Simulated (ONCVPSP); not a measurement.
# Gallium: generating and testing an ONCV potential

Do these settings give a usable potential? It is generated, then checked for transferability, scattering, ghosts and hardness.

Program: ONCVPSP 4.0.1.1 (patched build). Reference atom: LDA (Perdew-Wang 92), scalar-relativistic, spherical and spin-unpolarised. All values are calculated.

## (1) Starting point

Typed settings, in words:

```json
{"element": "gallium (Ga, Z = 31)", "type": "optimised norm-conserving Vanderbilt (ONCV)", "frozen core": "[Ar] 3d10", "valence charge": "3", "reference configuration": "4s2 4p1", "partial waves": "4s: rc 1.85 bohr, ncon 4, nbas 8, qcut 3.4 1/bohr, 1 projector; 4p: rc 1.85 bohr, ncon 4, nbas 7, qcut 4.9 1/bohr, local; d scattering state at 0.03 Ha: rc 2.60 bohr, ncon 4, nbas 8, qcut 3.1 1/bohr, 1 projector", "local potential": "the p channel", "core correction": "Teter function, fcfact 6, rcfact 1.75"}
```

An earlier all-electron run gives the scale for the radii.

All-electron outer shells of the reference configuration (LDA (PZ), scalar-relativistic, ld1.x):

```tsv
shell	level (eV)	outermost node (bohr)	outermost maximum (bohr)
3p	-98.65	0.24	0.56
3d	-19.40	–	0.53
4s	-9.17	0.81	1.87
4p	-2.74	0.87	2.53
```

## (2) The generation run

File Ga.dat:

```
# ATOM AND REFERENCE CONFIGURATION
# atsym  z   nc   nv     iexc    psfile
  Ga 31.00    6    2  -001012      upf
#
#   n    l    f
    1    0    2.00
    2    0    2.00
    2    1    6.00
    3    0    2.00
    3    1    6.00
    3    2   10.00
    4    0    2.00
    4    1    1.00
#
# PSEUDOPOTENTIAL AND OPTIMIZATION
# lmax
    2
#
#   l,   rc,      ep,       ncon, nbas, qcut
    0    1.85    0.00    4    8    3.40
    1    1.85    0.00    4    7    4.90
    2    2.60    0.03    4    8    3.10
#
# LOCAL POTENTIAL
# lloc, lpopt,  rc(5),   dvloc0
    1    5    1.85    0.00
#
# VANDERBILT-KLEINMAN-BYLANDER PROJECTORs
# l, nproj, debl
    0    1    0.60
    1    0    3.30
    2    1    2.80
#
# MODEL CORE CHARGE
# icmod, fcfact, rcfact
    3    6.00    1.75
#
# LOG DERIVATIVE ANALYSIS
# epsh1, epsh2, depsh
   -2.00    5.00    0.02
#
# OUTPUT GRID
# rlmax, drl
    6.00    0.01
#
# TEST CONFIGURATIONS
# ncnf
    4
# nvcnf
#   n    l    f
    2
    4    0    2.00
    4    1    0.00
#
    2
    4    0    1.00
    4    1    0.00
#
    2
    4    0    2.00
    4    1    0.50
#
    2
    4    0    1.00
    4    1    1.00
#
```

Run with:

```bash
$ oncvpsp.x < Ga.dat > Ga.out
```

Before running it: what results should come out? Wanted: cutoffs for 1 and 0.1 mHa per electron, occupied waves; bound ghosts; GHOST(+) flags; largest test error; largest phase difference near zero energy, channels read; rms error of d²Exc/dn², without and with the model core.

**Answer**, as computed:

```
                                                quantity                  value
  cutoffs for 1 and 0.1 mHa per electron, occupied waves        11 Ha and 44 Ha
                                            bound ghosts        s at -364.11 eV
                                          GHOST(+) flags     none at low energy
                            largest test error (AE − PS)  -577 meV, for 4s1 4p0
largest phase difference near zero energy, channels read              0.050 rad
 rms error of d²Exc/dn², without and with the model core      9.13 and 6.17 mHa
```

In words: A bound ghost (s) makes it unfit for use: electrons can fall into a state that the atom doesn't have. The worst unpolarised test, 4s1 4p0, is off by 577 meV on 27.4 eV; by total energies transferability rates as poor. By its cutoff, 11 Ha for the looser tolerance, it is soft on the atom at that tolerance. The tighter tolerance needs 44 Ha, and converged work needs a cutoff nearer that. At the looser tolerance the 4s wave is the slowest; 4p needs 5 Ha. Near zero energy the largest phase difference among the channels read is 0.05 rad, in the d channel. All of this concerns the isolated atom, not yet a solid.
